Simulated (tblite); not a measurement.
# C6H13BrSi: the cost of one run

Computed with tblite 0.8.0 and PySCF 2.14.0, with density-fitted response routines of our own, on a single molecule in the gas phase. Atoms are numbered from 0 throughout.

## 1. Starting geometry

21 atoms, charge 0, multiplicity 1; geometry from: force field or distance geometry start.

Bonds of the start (Å): C0–C1 1.50, C1–Si2 1.84, Si2–C3 1.88, Si2–Br4 2.27, Si2–C5 1.82, C5–C6 1.49, C6–C7 1.51, C7–C5 1.52, C0–H8 1.09, C0–H9 1.14, C0–H10 1.11, C1–H11 1.12, C1–H12 1.09, C3–H13 1.11, C3–H14 1.10, C3–H15 1.11, C5–H16 1.14, C6–H17 1.10, C6–H18 1.13, C7–H19 1.09, C7–H20 1.12.

## 2. Relaxing the molecule with GFN2-xTB

The job: settings as JSON, then the geometry in Å.

```
{"job": {"kind": "relax", "xc": "GFN2-xTB", "basis": "xTB"}, "charge": 0, "multiplicity": 1}
C     -2.003300    -1.265900     0.082300
C     -1.595100    -0.135500    -0.813900
Si    -0.084600     0.785900    -0.326600
C     -0.520900     2.353600     0.616800
Br     0.850200     1.518000    -2.262700
C      1.204700    -0.101900     0.592400
C      1.592600    -1.518400     0.358800
C      2.452300    -0.415300    -0.223400
H     -1.375100    -2.151300    -0.014500
H     -3.043700    -1.597100    -0.243200
H     -2.144400    -0.975800     1.145000
H     -2.482400     0.549000    -0.872100
H     -1.459600    -0.499200    -1.837300
H     -0.282600     3.264600     0.020000
H     -1.582400     2.336600     0.888200
H      0.125900     2.396000     1.518900
H      1.519100     0.353200     1.585700
H      1.002000    -2.163800    -0.306700
H      2.060600    -2.114200     1.199100
H      3.428900    -0.233300     0.232800
H      2.328800    -0.368400    -1.340100
```

Run with:

```sh
$ OMP_NUM_THREADS=1 python probes_run.py task.json out
```

One launch serves the whole session: the jobs run in the order shown.

**Question.** How long does this first job take on 1 thread of Arm Neoverse V2, shared host, and how much memory does it need?

About 1.8 s, with a peak of 0.18 GiB.
